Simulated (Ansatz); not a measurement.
Predict the output of the script below (the Ansatz DFT code, driven from Python).

Script `field_c2h6ges.py`:
```python
# -*- coding: utf-8 -*-
"""Response of C2H6GeS to a pair of distant point charges."""

import ansatz as az
import numpy as np

BASIS = "def2-SVPD"
FUNCTIONAL = "hf"

GEOMETRY = """
C    -0.77660    0.86200   -0.95380
C     0.20020    0.33060   -0.34100
S     1.82530    0.46230   -1.03040
Ge    0.00250   -0.62700    1.29340
H    -0.67100    1.44840   -1.90730
H    -1.82960    0.84940   -0.56220
H     1.72750   -0.71900   -1.76050
H    -1.01250   -1.79370    1.03240
H    -0.66800    0.33030    2.40560
H     1.28520   -1.19440    1.82680
"""

geometry = az.Crystal.molecule()
for line in GEOMETRY.strip().splitlines():
    symbol, *xyz = line.split()
    geometry = geometry.atom(symbol, [float(v) for v in xyz])

base = (
    geometry.calculation()
    .basis(gaussian=BASIS)  # the orbital basis, by name
    .functional(FUNCTIONAL)
    .forces()
)
# charges +q and -q at -R and +R make a nearly even field 2 k q / R^2 at the centre
centre = np.mean([site.position_ang for site in geometry.cartesian_sites], axis=0)
field = 2 * 14.399645 * 3.0 / 25.0 ** 2


def dipole(axis, sign):
    arm = 25.0 * np.eye(3)[axis]
    pair = [{"charge": sign * 3.0, "position_ang": (centre - arm).tolist()}, {"charge": -sign * 3.0, "position_ang": (centre + arm).tolist()}]
    deck = base.input().set(az.key.basis.gaussian.point_charges, pair)
    return np.array(az.Session.from_dict(deck).plan().execute().report["charge_distribution"]["dipole_moment_e_ang"])


print(f"field {field:.4f} V/A")
alpha = np.array([(dipole(axis, 1) - dipole(axis, -1)) / (2 * field) * 14.399645 for axis in range(3)])
print("polarisability tensor (A^3)")
print(np.array2string(alpha, precision=3, suppress_small=True))
print(f"mean {np.trace(alpha) / 3:.3f} A^3 = {np.trace(alpha) / 3 / 0.14818471:.2f} bohr^3")
```

Output of `python field_c2h6ges.py`:
```text
field 0.1382 V/A
polarisability tensor (A^3)
[[11.851 -0.633 -0.436]
 [-0.631  9.677 -1.061]
 [-0.44  -1.055 11.293]]
mean 10.940 A^3 = 73.83 bohr^3
```

The geometry is a force-field or estimated start, not a minimum of this method, and the basis set is short of its limit. The field of two point charges is only nearly even. Hardware and time: 32 s on 1 thread of Arm Neoverse V2 (shared host), peak memory 0.45 GiB.
